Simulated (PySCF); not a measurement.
# C7H7FSe: NMR shieldings

Aim: compute the NMR shieldings of C7H7FSe (`C[Se]c1ccc(F)cc1`).

Programs: PySCF 2.14.0, with routines of our own; each step states its level. All values are computed. Atoms count from 0.

## 1. The starting structure

16 atoms, charge 0, multiplicity 1; geometry from: GFN2-xTB.

## 2. Optimising the geometry at PBE0-D3(BJ)/def2-SVP

Job settings and geometry (Å):

```
{"job": {"xc": "PBE0", "basis": "def2-SVP", "d3": "d3bj", "grid": 1, "maxiter": 30, "shake": 0.01, "kind": "geom"}, "charge": 0, "multiplicity": 1}
C      3.081350    -0.318590     0.289290
Se     1.959620     1.316840     0.231340
C      0.175160     0.589540     0.190390
C     -0.036370    -0.767670     0.228330
C     -1.380280    -1.227180     0.196250
C     -2.409300    -0.293910     0.145230
F     -3.671020    -0.742870     0.124170
C     -2.147510     1.069570     0.107140
C     -0.857560     1.509840     0.159220
H      4.092630     0.038640     0.306590
H      2.867590    -0.894090    -0.595320
H      2.853600    -0.854090     1.198050
H      0.704050    -1.479570     0.269000
H     -1.621130    -2.272090     0.239800
H     -2.992670     1.746160     0.065000
H     -0.637210     2.577100     0.123740
```

Launch:

```bash
$ OMP_NUM_THREADS=1 python heavy_run.py task.json out
```

The driver reads the jobs from task.json and runs them one after another.

What it wrote:

```text
step   0  E = -2771.08891610  max force = 0.072331
step   1  E = -2771.09699162  max force = 0.014571
step   2  E = -2771.09758345  max force = 0.002872
step   3  E = -2771.09766654  max force = 0.002120
step   4  E = -2771.09778406  max force = 0.000513
step   5  E = -2771.09778964  max force = 0.000430
optimisation converged
```

It took 1.8 min on 1 thread of Arm Neoverse V1, shared host; peak memory 0.78 GiB.

Relaxation path:

```
step  energy from step 0 (eV)  largest force component (eV/Å)
   0                   0.0000                          3.7194
   1                  -0.2197                          0.7493
   2                  -0.2359                          0.1477
   3                  -0.2381                          0.1090
   4                  -0.2413                          0.0264
   5                  -0.2415                          0.0221
```

Close pairs (by a distance rule), those that changed most:

```
  bond  before (Å)  after (Å)  change (Å)
C3–H12       1.028      1.091      +0.063
C0–Se1       1.984      1.934      -0.050
 C3–C4       1.421      1.394      -0.026
 C7–C8       1.364      1.390      +0.026
 C0–H9       1.073      1.098      +0.026
 C2–C3       1.374      1.398      +0.024
Se1–C2       1.927      1.904      -0.023
C0–H10       1.077      1.099      +0.022
```

The next job starts from the end point, and lists it.

```
                         at the end point                value
  point group (found at 0.08 Å tolerance)                   C1
rotational constants (GHz, main isotopes)  3.668, 0.545, 0.476
                        dipole moment (D)                 1.77
```

## 3. NMR shieldings: PBE0/pcSseg-1 Se:us-x2c-TZVPall-2c, spin–orbit

Job settings and geometry (Å):

```
{"job": {"kind": "hnmr", "xc": "PBE0", "basis": {"default": "pcSseg-1", "Se": "us-x2c-TZVPall-2c"}, "rel": "so"}, "charge": 0, "multiplicity": 1}
C      3.032847    -0.315212    -0.044618
Se     2.017032     1.319779     0.143908
C      0.251909     0.610979     0.230766
C     -0.037647    -0.756209     0.280302
C     -1.359090    -1.196476     0.343785
C     -2.388351    -0.266702     0.360728
F     -3.651400    -0.688597     0.416778
C     -2.125519     1.098146     0.317735
C     -0.806048     1.531085     0.251137
H      4.081660    -0.006478    -0.149961
H      2.728148    -0.865886    -0.945044
H      2.937518    -0.949711     0.847052
H      0.760974    -1.499209     0.270958
H     -1.599033    -2.260754     0.381143
H     -2.956172     1.806141     0.332345
H     -0.598975     2.603827     0.209768
```

Level: PBE0/pcSseg-1 Se:us-x2c-TZVPall-2c GIAO NMR shielding, X2C with spin-orbit coupling, screened-nuclear two-electron part, Gaussian nuclei, gas phase.

What it wrote:

```text
spin-free SCF
coarse grid: 66200 points
cycle   1  E = -2800.0888119831  dE =  1.325e+00  |g| = 5.167e-01  |ddm| = 4.028e+00
cycle   2  E = -2800.0748678568  dE =  1.394e-02  |g| = 6.022e-01  |ddm| = 9.207e-01
cycle   3  E = -2800.1347273698  dE = -5.986e-02  |g| = 9.469e-02  |ddm| = 4.998e-01
cycle   4  E = -2800.1362323492  dE = -1.505e-03  |g| = 4.667e-02  |ddm| = 1.153e-01
cycle   5  E = -2800.1367641798  dE = -5.318e-04  |g| = 1.506e-02  |ddm| = 5.564e-02
cycle   6  E = -2800.1368209048  dE = -5.673e-05  |g| = 4.112e-03  |ddm| = 1.933e-02
cycle   7  E = -2800.1368247890  dE = -3.884e-06  |g| = 9.155e-04  |ddm| = 4.347e-03
final grid: 140744 points
cycle   8  E = -2800.1367116978  dE =  1.116e-07  |g| = 1.320e-03  |ddm| = 3.074e-03
cycle   9  E = -2800.1367112315  dE =  4.663e-07  |g| = 1.988e-03  |ddm| = 2.960e-03
cycle  10  E = -2800.1367120887  dE = -8.573e-07  |g| = 1.855e-04  |ddm| = 1.787e-03
cycle  11  E = -2800.1367120983  dE = -9.529e-09  |g| = 3.434e-05  |ddm| = 2.217e-04
converged SCF energy = -2800.1367120983
two-component SCF
cycle   1  E = -2800.0823806676  dE = -2.800e+03  |FDS-SDF| = 8.050e+00
cycle   2  E = -2800.1990690298  dE = -1.167e-01  |FDS-SDF| = 8.546e-02
cycle   3  E = -2800.1991717361  dE = -1.027e-04  |FDS-SDF| = 2.953e-03
cycle   4  E = -2800.1991797288  dE = -7.993e-06  |FDS-SDF| = 1.213e-03
cycle   5  E = -2800.1991808760  dE = -1.147e-06  |FDS-SDF| = 7.991e-04
cycle   6  E = -2800.1991812093  dE = -3.333e-07  |FDS-SDF| = 1.791e-04
cycle   7  E = -2800.1991812254  dE = -1.611e-08  |FDS-SDF| = 1.219e-04
cycle   8  E = -2800.1991812304  dE = -5.021e-09  |FDS-SDF| = 2.172e-05
converged, E = -2800.1991812304

Field gradients (au) and densities at the nuclei (bohr^-3)
atom        Vxx        Vyy        Vzz        centre      nuclear mean
  0 C     -0.1120    -0.1311     0.2432        114.445        114.445
  1 Se     1.3989     4.9245    -6.3235      35311.398      35287.553
  2 C      0.0743     0.1829    -0.2571        114.565        114.565
  3 C     -0.1239    -0.1329     0.2568        114.575        114.575
  4 C     -0.1016    -0.1447     0.2463        114.588        114.588
  5 C      0.0635     0.3821    -0.4456        114.525        114.524
  6 F     -1.2962    -1.6691     2.9653        407.119        407.118
  7 C     -0.1011    -0.1491     0.2502        114.588        114.588
  8 C     -0.1232    -0.1399     0.2632        114.583        114.583
  9 H     -0.1426    -0.1513     0.2939          0.376          0.376
 10 H     -0.1454    -0.1462     0.2916          0.377          0.377
 11 H     -0.1455    -0.1464     0.2919          0.378          0.378
 12 H     -0.1401    -0.1654     0.3055          0.385          0.385
 13 H     -0.1416    -0.1636     0.3052          0.379          0.379
 14 H     -0.1418    -0.1634     0.3052          0.378          0.378
 15 H     -0.1369    -0.1630     0.2999          0.383          0.383
without picture change
  1 Se                          -6.5261                     53190.921

Core orbital energies (eV)
atom   shell        mean    spread
  1 Se 1s       -12552.313   0.000
  1 Se 2s        -1628.367   0.000
  1 Se 3s         -222.092   0.000
  1 Se 4s          -20.680   0.000
  1 Se 2p1/2     -1459.085   0.000
  1 Se 2p3/2     -1417.536   0.059
  1 Se 3p1/2      -163.805   0.000
  1 Se 3p3/2      -157.847   0.196
  1 Se 3d3/2       -57.386   0.239
  1 Se 3d5/2       -56.507   0.307

Shielding tensors (ppm)
atom      isotropic    diamagn.    paramagn.     s11        s22        s33       span
  0 C       178.26      247.74      -69.48     162.32     182.71     189.73      27.41
  1 Se     1844.97     2878.38    -1033.41    1399.77    1773.25    2361.89     962.12
  2 C        50.09      252.91     -202.82     -43.21      32.30     161.18     204.39
  3 C        54.41      254.06     -199.65     -51.15      42.47     171.92     223.07
  4 C        62.78      255.36     -192.58     -25.60      50.10     163.85     189.45
  5 C        17.31      255.20     -237.89     -66.72      30.01      88.66     155.37
  6 F       297.43      477.06     -179.63     227.71     295.78     368.79     141.08
  7 C        63.23      256.38     -193.16     -24.15      49.73     164.11     188.26
  8 C        50.55      252.59     -202.04     -53.64      43.86     161.42     215.06
  9 H        29.11       26.26        2.85      23.15      26.12      38.06      14.91
 10 H        28.98       30.12       -1.14      24.09      25.87      36.98      12.88
 11 H        28.86       29.46       -0.61      23.89      25.73      36.95      13.06
 12 H        24.32       34.06       -9.75      18.85      22.92      31.17      12.32
 13 H        24.16       29.65       -5.49      20.50      24.77      27.21       6.71
 14 H        24.22       28.43       -4.21      20.61      25.16      26.88       6.26
 15 H        23.93       31.34       -7.41      18.99      23.04      29.76      10.77
```

It took 4 min on 1 thread of Arm Neoverse V1, shared host; peak memory 1.6 GiB.

In short:

```
                       quantity       value
energy from spin-orbit coupling  -0.0625 Eh
```

## 4. NMR shieldings: PBE0/pcSseg-1 Se:us-x2c-TZVPall-2c, spin-free

Settings changed since step 3:

```diff
@@ -1,2 +1,2 @@
-{"job": {"kind": "hnmr", "xc": "PBE0", "basis": {"default": "pcSseg-1", "Se": "us-x2c-TZVPall-2c"}, "rel": "so"}, "charge": 0, "multiplicity": 1}
+{"job": {"kind": "hnmr", "xc": "PBE0", "basis": {"default": "pcSseg-1", "Se": "us-x2c-TZVPall-2c"}, "rel": "sf"}, "charge": 0, "multiplicity": 1}
 C      3.032847    -0.315212    -0.044618
```

With the program's defaults for keys left out, this is: PBE0/pcSseg-1 Se:us-x2c-TZVPall-2c GIAO NMR shielding, spin-free X2C, Gaussian nuclei, gas phase.

What it wrote:

```text
spin-free SCF
coarse grid: 66200 points
cycle   1  E = -2800.0888119831  dE =  1.325e+00  |g| = 5.167e-01  |ddm| = 4.028e+00
cycle   2  E = -2800.0748678568  dE =  1.394e-02  |g| = 6.022e-01  |ddm| = 9.207e-01
cycle   3  E = -2800.1347273698  dE = -5.986e-02  |g| = 9.469e-02  |ddm| = 4.998e-01
cycle   4  E = -2800.1362323492  dE = -1.505e-03  |g| = 4.667e-02  |ddm| = 1.153e-01
cycle   5  E = -2800.1367641798  dE = -5.318e-04  |g| = 1.506e-02  |ddm| = 5.564e-02
cycle   6  E = -2800.1368209048  dE = -5.673e-05  |g| = 4.112e-03  |ddm| = 1.933e-02
cycle   7  E = -2800.1368247890  dE = -3.884e-06  |g| = 9.155e-04  |ddm| = 4.347e-03
final grid: 140744 points
cycle   8  E = -2800.1367116978  dE =  1.116e-07  |g| = 1.320e-03  |ddm| = 3.074e-03
cycle   9  E = -2800.1367112315  dE =  4.663e-07  |g| = 1.988e-03  |ddm| = 2.960e-03
cycle  10  E = -2800.1367120887  dE = -8.573e-07  |g| = 1.855e-04  |ddm| = 1.787e-03
cycle  11  E = -2800.1367120983  dE = -9.529e-09  |g| = 3.434e-05  |ddm| = 2.217e-04
converged SCF energy = -2800.1367120983
check of the scalar solution
cycle   1  E = -2800.1367120983  dE = -2.800e+03  |FDS-SDF| = 3.434e-05
cycle   2  E = -2800.1367120981  dE =  2.219e-10  |FDS-SDF| = 4.387e-05
converged, E = -2800.1367120981

Field gradients (au) and densities at the nuclei (bohr^-3)
atom        Vxx        Vyy        Vzz        centre      nuclear mean
  0 C     -0.1122    -0.1313     0.2435        114.445        114.445
  1 Se     1.3980     4.9270    -6.3249      35309.199      35285.353
  2 C      0.0746     0.1827    -0.2573        114.565        114.565
  3 C     -0.1238    -0.1329     0.2567        114.575        114.575
  4 C     -0.1016    -0.1447     0.2462        114.588        114.588
  5 C      0.0635     0.3821    -0.4455        114.525        114.524
  6 F     -1.2962    -1.6691     2.9653        407.119        407.118
  7 C     -0.1012    -0.1491     0.2502        114.588        114.588
  8 C     -0.1232    -0.1399     0.2631        114.583        114.583
  9 H     -0.1426    -0.1513     0.2938          0.376          0.376
 10 H     -0.1454    -0.1462     0.2916          0.377          0.377
 11 H     -0.1455    -0.1464     0.2919          0.378          0.378
 12 H     -0.1401    -0.1654     0.3055          0.385          0.385
 13 H     -0.1416    -0.1636     0.3052          0.379          0.379
 14 H     -0.1418    -0.1634     0.3052          0.378          0.378
 15 H     -0.1369    -0.1630     0.2999          0.383          0.383
without picture change
  1 Se                          -6.5276                     53191.358

Core orbital energies (eV)
atom   shell        mean    spread
  1 Se 1s       -12552.485   0.000
  1 Se 2s        -1628.400   0.000
  1 Se 3s         -222.099   0.000
  1 Se 4s          -20.682   0.000
  1 Se 2p        -1431.179   0.099
  1 Se 3p         -159.804   0.327
  1 Se 3d          -56.862   0.333

Shielding tensors (ppm)
atom      isotropic    diamagn.    paramagn.     s11        s22        s33       span
  0 C       169.57      247.68      -78.11     158.90     167.41     182.40      23.51
  1 Se     1576.98     3014.95    -1437.97    1176.41    1433.64    2120.89     944.48
  2 C        39.27      252.84     -213.57     -44.10       9.37     152.55     196.65
  3 C        54.15      253.90     -199.74     -51.37      41.90     171.93     223.30
  4 C        62.69      255.23     -192.54     -25.27      49.78     163.57     188.84
  5 C        16.35      254.95     -238.61     -67.16      28.66      87.54     154.70
  6 F       295.76      476.62     -180.87     225.16     295.25     366.86     141.69
  7 C        63.14      256.26     -193.12     -23.77      49.53     163.67     187.43
  8 C        50.51      252.38     -201.88     -52.75      43.32     160.95     213.70
  9 H        29.28       26.28        3.01      23.39      26.35      38.11      14.71
 10 H        29.07       30.12       -1.05      24.20      25.98      37.04      12.84
 11 H        28.93       29.46       -0.52      23.97      25.80      37.02      13.05
 12 H        24.35       34.06       -9.72      18.92      22.90      31.23      12.31
 13 H        24.17       29.66       -5.49      20.50      24.75      27.25       6.75
 14 H        24.21       28.43       -4.22      20.58      25.13      26.92       6.35
 15 H        24.01       31.34       -7.32      19.03      23.10      29.91      10.88
```

Wall time 76 s (1 thread of Arm Neoverse V1, shared host); peak memory 1.4 GiB.

## 5. Shieldings side by side

```
                                                   run     Se1    C2     C0     F6    C5    C3    H9   time
step 3, PBE0/pcSseg-1 Se:us-x2c-TZVPall-2c, spin–orbit  1845.0  50.1  178.3  297.4  17.3  54.4  29.1  4 min
 step 4, PBE0/pcSseg-1 Se:us-x2c-TZVPall-2c, spin-free  1577.0  39.3  169.6  295.8  16.3  54.2  29.3   76 s
```

## 6. Outcome

```
                                                                                quantity                                                                                     value
                                                                             point group                                                                                        C1
                                                    rotational constants (main isotopes)                                                                      3.67, 0.54, 0.48 GHz
energy from spin-orbit coupling (step 3, PBE0/pcSseg-1 Se:us-x2c-TZVPall-2c, spin–orbit)                                                                                -0.0625 Eh
                     shieldings (step 3, PBE0/pcSseg-1 Se:us-x2c-TZVPall-2c, spin–orbit)  C0 178.3, Se1 1845.0, C2 50.1, C3 54.4, C4 62.8, C5 17.3, F6 297.4, C7 63.2, C8 50.5 ppm
                      shieldings (step 4, PBE0/pcSseg-1 Se:us-x2c-TZVPall-2c, spin-free)  C0 169.6, Se1 1577.0, C2 39.3, C3 54.2, C4 62.7, C5 16.3, F6 295.8, C7 63.1, C8 50.5 ppm
```

What this shows: Relaxing lowered the energy by 0.241 eV in 5 steps; the close pair that moved most is C3–H12, from 1.028 to 1.091 Å. In step 3, Se1 has the widest tensor, 962 ppm. Se1 moves most between the runs, by 268 ppm; the labels say what changes from run to run.
